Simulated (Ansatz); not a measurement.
**Molecular dynamics of Li**

Input file:

```yaml
crystal:
  lattice:
    - [6.98, 0.0, 0.0]
    - [0.0, 6.98, 0.0]
    - [0.0, 0.0, 6.98]
  atoms:
    - { symbol: Li, position: [0.0, 0.0, 0.0] }
    - { symbol: Li, position: [0.5, 0.0, 0.0] }
    - { symbol: Li, position: [0.0, 0.5, 0.0] }
    - { symbol: Li, position: [0.0, 0.0, 0.5] }
    - { symbol: Li, position: [0.25, 0.25, 0.25] }
    - { symbol: Li, position: [0.5, 0.5, 0.0] }
    - { symbol: Li, position: [0.5, 0.0, 0.5] }
    - { symbol: Li, position: [0.75, 0.25, 0.25] }
    - { symbol: Li, position: [0.0, 0.5, 0.5] }
    - { symbol: Li, position: [0.25, 0.75, 0.25] }
    - { symbol: Li, position: [0.25, 0.25, 0.75] }
    - { symbol: Li, position: [0.5, 0.5, 0.5] }
    - { symbol: Li, position: [0.75, 0.75, 0.25] }
    - { symbol: Li, position: [0.75, 0.25, 0.75] }
    - { symbol: Li, position: [0.25, 0.75, 0.75] }
    - { symbol: Li, position: [0.75, 0.75, 0.75] }
basis:
  ecutwfc: 420.0
kpoints:
  mp_grid: { grid: [3, 3, 3] }
hamiltonian:
  xc: pbe
scf:
  occupations: { method: fermi_dirac, width: 0.11 }
  lower_state_search: "off"
md:
  timestep: 1.5
  n_steps: 60
  ensemble: nvt_langevin
  temperature: 1300.0
  initial_velocities: maxwell_boltzmann
  seed: 799082
  friction: 0.02
```

Run as:

```bash
$ ansatz run input.yaml --threads 1 --pin off --max-ram 3072MiB --backend cpu --events-out ev --progress --plain --runs-dir out
```

It starts from a structure without forces on its atoms.

Output, in part (step lines):

```
md step     0: t =     0.00 fs  T =  1218.8 K  F+E_penalty+E_count = -3275.17941029 eV  E_kin = 2.520570 eV  (6 SCF iters)
md step     1: t =     1.50 fs  T =  1224.0 K  F+E_penalty+E_count = -3275.16865347 eV  E_kin = 2.531365 eV  (6 SCF iters)
md step     2: t =     3.00 fs  T =  1191.0 K  F+E_penalty+E_count = -3275.13655490 eV  E_kin = 2.463111 eV  (6 SCF iters)
md step     3: t =     4.50 fs  T =  1145.1 K  F+E_penalty+E_count = -3275.08393729 eV  E_kin = 2.368264 eV  (6 SCF iters)
md step     4: t =     6.00 fs  T =  1120.7 K  F+E_penalty+E_count = -3275.01114269 eV  E_kin = 2.317684 eV  (6 SCF iters)
md step     5: t =     7.50 fs  T =  1117.5 K  F+E_penalty+E_count = -3274.91783712 eV  E_kin = 2.311105 eV  (5 SCF iters)
md step     6: t =     9.00 fs  T =  1161.3 K  F+E_penalty+E_count = -3274.80275969 eV  E_kin = 2.401826 eV  (5 SCF iters)
md step     7: t =    10.50 fs  T =  1075.0 K  F+E_penalty+E_count = -3274.66908961 eV  E_kin = 2.223247 eV  (5 SCF iters)
md step     8: t =    12.00 fs  T =   932.4 K  F+E_penalty+E_count = -3274.52555903 eV  E_kin = 1.928393 eV  (5 SCF iters)
md step     9: t =    13.50 fs  T =   804.8 K  F+E_penalty+E_count = -3274.37637614 eV  E_kin = 1.664510 eV  (5 SCF iters)
md step    10: t =    15.00 fs  T =   742.8 K  F+E_penalty+E_count = -3274.22261395 eV  E_kin = 1.536212 eV  (6 SCF iters)
md step    11: t =    16.50 fs  T =   734.4 K  F+E_penalty+E_count = -3274.06618882 eV  E_kin = 1.518933 eV  (5 SCF iters)
md step    12: t =    18.00 fs  T =   803.0 K  F+E_penalty+E_count = -3273.90643388 eV  E_kin = 1.660707 eV  (5 SCF iters)
md step    13: t =    19.50 fs  T =   775.1 K  F+E_penalty+E_count = -3273.75361200 eV  E_kin = 1.602966 eV  (6 SCF iters)
md step    14: t =    21.00 fs  T =   771.7 K  F+E_penalty+E_count = -3273.61938966 eV  E_kin = 1.596073 eV  (6 SCF iters)
md step    15: t =    22.50 fs  T =   757.7 K  F+E_penalty+E_count = -3273.50641217 eV  E_kin = 1.567112 eV  (5 SCF iters)
md step    16: t =    24.00 fs  T =   697.2 K  F+E_penalty+E_count = -3273.42585046 eV  E_kin = 1.441904 eV  (5 SCF iters)
md step    17: t =    25.50 fs  T =   775.8 K  F+E_penalty+E_count = -3273.37106815 eV  E_kin = 1.604519 eV  (5 SCF iters)
md step    18: t =    27.00 fs  T =   780.5 K  F+E_penalty+E_count = -3273.33429021 eV  E_kin = 1.614232 eV  (5 SCF iters)
md step    19: t =    28.50 fs  T =   777.9 K  F+E_penalty+E_count = -3273.32226223 eV  E_kin = 1.608815 eV  (5 SCF iters)
md step    20: t =    30.00 fs  T =   825.1 K  F+E_penalty+E_count = -3273.32635248 eV  E_kin = 1.706413 eV  (6 SCF iters)
md step    21: t =    31.50 fs  T =   970.0 K  F+E_penalty+E_count = -3273.34068369 eV  E_kin = 2.006099 eV  (5 SCF iters)
md step    22: t =    33.00 fs  T =  1129.3 K  F+E_penalty+E_count = -3273.36313529 eV  E_kin = 2.335587 eV  (5 SCF iters)
md step    23: t =    34.50 fs  T =  1033.3 K  F+E_penalty+E_count = -3273.38314778 eV  E_kin = 2.136976 eV  (5 SCF iters)
md step    24: t =    36.00 fs  T =  1111.0 K  F+E_penalty+E_count = -3273.40379523 eV  E_kin = 2.297666 eV  (5 SCF iters)
md step    25: t =    37.50 fs  T =  1061.4 K  F+E_penalty+E_count = -3273.42275315 eV  E_kin = 2.195220 eV  (5 SCF iters)
md step    26: t =    39.00 fs  T =  1052.0 K  F+E_penalty+E_count = -3273.43698413 eV  E_kin = 2.175737 eV  (5 SCF iters)
md step    27: t =    40.50 fs  T =  1013.9 K  F+E_penalty+E_count = -3273.44933447 eV  E_kin = 2.096852 eV  (5 SCF iters)
md step    28: t =    42.00 fs  T =   919.4 K  F+E_penalty+E_count = -3273.46106410 eV  E_kin = 1.901444 eV  (5 SCF iters)
md step    29: t =    43.50 fs  T =   956.2 K  F+E_penalty+E_count = -3273.47371449 eV  E_kin = 1.977671 eV  (5 SCF iters)
md step    30: t =    45.00 fs  T =   977.9 K  F+E_penalty+E_count = -3273.48606412 eV  E_kin = 2.022460 eV  (6 SCF iters)
md step    31: t =    46.50 fs  T =  1068.3 K  F+E_penalty+E_count = -3273.49658553 eV  E_kin = 2.209501 eV  (5 SCF iters)
md step    32: t =    48.00 fs  T =  1037.4 K  F+E_penalty+E_count = -3273.49958711 eV  E_kin = 2.145513 eV  (6 SCF iters)
md step    33: t =    49.50 fs  T =  1093.2 K  F+E_penalty+E_count = -3273.49760177 eV  E_kin = 2.260821 eV  (5 SCF iters)
md step    34: t =    51.00 fs  T =  1011.5 K  F+E_penalty+E_count = -3273.49700818 eV  E_kin = 2.091997 eV  (5 SCF iters)
md step    35: t =    52.50 fs  T =   884.5 K  F+E_penalty+E_count = -3273.49479770 eV  E_kin = 1.829342 eV  (5 SCF iters)
md step    36: t =    54.00 fs  T =   832.3 K  F+E_penalty+E_count = -3273.48607882 eV  E_kin = 1.721366 eV  (5 SCF iters)
md step    37: t =    55.50 fs  T =   844.4 K  F+E_penalty+E_count = -3273.47501450 eV  E_kin = 1.746415 eV  (5 SCF iters)
md step    38: t =    57.00 fs  T =   924.1 K  F+E_penalty+E_count = -3273.46707472 eV  E_kin = 1.911111 eV  (5 SCF iters)
md step    39: t =    58.50 fs  T =   791.5 K  F+E_penalty+E_count = -3273.46806144 eV  E_kin = 1.636965 eV  (5 SCF iters)
md step    40: t =    60.00 fs  T =   816.8 K  F+E_penalty+E_count = -3273.47810077 eV  E_kin = 1.689327 eV  (6 SCF iters)
md step    41: t =    61.50 fs  T =   865.1 K  F+E_penalty+E_count = -3273.48815419 eV  E_kin = 1.789251 eV  (5 SCF iters)
md step    42: t =    63.00 fs  T =   860.2 K  F+E_penalty+E_count = -3273.49307907 eV  E_kin = 1.779071 eV  (5 SCF iters)
md step    43: t =    64.50 fs  T =   826.5 K  F+E_penalty+E_count = -3273.49350507 eV  E_kin = 1.709300 eV  (5 SCF iters)
md step    44: t =    66.00 fs  T =   900.6 K  F+E_penalty+E_count = -3273.49365445 eV  E_kin = 1.862648 eV  (6 SCF iters)
md step    45: t =    67.50 fs  T =  1067.4 K  F+E_penalty+E_count = -3273.48113000 eV  E_kin = 2.207651 eV  (5 SCF iters)
md step    46: t =    69.00 fs  T =  1044.3 K  F+E_penalty+E_count = -3273.45546510 eV  E_kin = 2.159730 eV  (5 SCF iters)
md step    47: t =    70.50 fs  T =  1143.0 K  F+E_penalty+E_count = -3273.42602038 eV  E_kin = 2.363859 eV  (5 SCF iters)
md step    48: t =    72.00 fs  T =  1113.9 K  F+E_penalty+E_count = -3273.38811189 eV  E_kin = 2.303771 eV  (5 SCF iters)
md step    49: t =    73.50 fs  T =  1143.9 K  F+E_penalty+E_count = -3273.34117652 eV  E_kin = 2.365847 eV  (5 SCF iters)
md step    50: t =    75.00 fs  T =  1208.0 K  F+E_penalty+E_count = -3273.28473906 eV  E_kin = 2.498331 eV  (6 SCF iters)
md step    51: t =    76.50 fs  T =  1225.0 K  F+E_penalty+E_count = -3273.21433781 eV  E_kin = 2.533578 eV  (5 SCF iters)
md step    52: t =    78.00 fs  T =  1349.5 K  F+E_penalty+E_count = -3273.13042024 eV  E_kin = 2.791069 eV  (5 SCF iters)
md step    53: t =    79.50 fs  T =  1439.2 K  F+E_penalty+E_count = -3273.03404265 eV  E_kin = 2.976434 eV  (5 SCF iters)
md step    54: t =    81.00 fs  T =  1262.6 K  F+E_penalty+E_count = -3272.92689066 eV  E_kin = 2.611361 eV  (5 SCF iters)
md step    55: t =    82.50 fs  T =  1199.3 K  F+E_penalty+E_count = -3272.82046076 eV  E_kin = 2.480317 eV  (5 SCF iters)
md step    56: t =    84.00 fs  T =  1075.7 K  F+E_penalty+E_count = -3272.72216005 eV  E_kin = 2.224697 eV  (6 SCF iters)
md step    57: t =    85.50 fs  T =  1063.7 K  F+E_penalty+E_count = -3272.63735798 eV  E_kin = 2.199809 eV  (5 SCF iters)
md step    58: t =    87.00 fs  T =  1085.2 K  F+E_penalty+E_count = -3272.57102646 eV  E_kin = 2.244315 eV  (5 SCF iters)
md step    59: t =    88.50 fs  T =  1092.6 K  F+E_penalty+E_count = -3272.52283819 eV  E_kin = 2.259623 eV  (5 SCF iters)
md step    60: t =    90.00 fs  T =  1057.1 K  F+E_penalty+E_count = -3272.48575964 eV  E_kin = 2.186343 eV  (6 SCF iters)
```

The run went to its last step. The mean temperature of the second half is 20 % below the set value. A run of 0.09 ps of so small a system gives no equilibrium averages. Limits of this set-up: coarse k mesh.

Mean squared displacements from the first frame to the last, about the centre of mass: Li 0.34 Å².

Last frame:

```xyz
16
Lattice="6.9800 0.0000 0.0000 0.0000 6.9800 0.0000 0.0000 0.0000 6.9800" Properties=species:S:1:pos:R:3
Li -0.205 -0.241 -0.250
Li 3.498 -0.459 0.387
Li -0.398 2.879 0.117
Li 0.567 0.021 3.831
Li 1.621 1.355 1.997
Li 3.644 2.988 0.544
Li 3.444 0.057 3.475
Li 5.663 1.265 1.394
Li 0.094 4.138 3.327
Li 2.168 4.979 2.168
Li 2.167 1.326 6.192
Li 3.396 3.452 3.960
Li 5.663 5.314 1.661
Li 4.521 1.477 5.689
Li 1.162 4.859 5.665
Li 5.035 5.019 5.362
```

The run took 8.8 min on 1 thread of Arm Neoverse V2, on a shared host, peak memory 0.56 GiB.
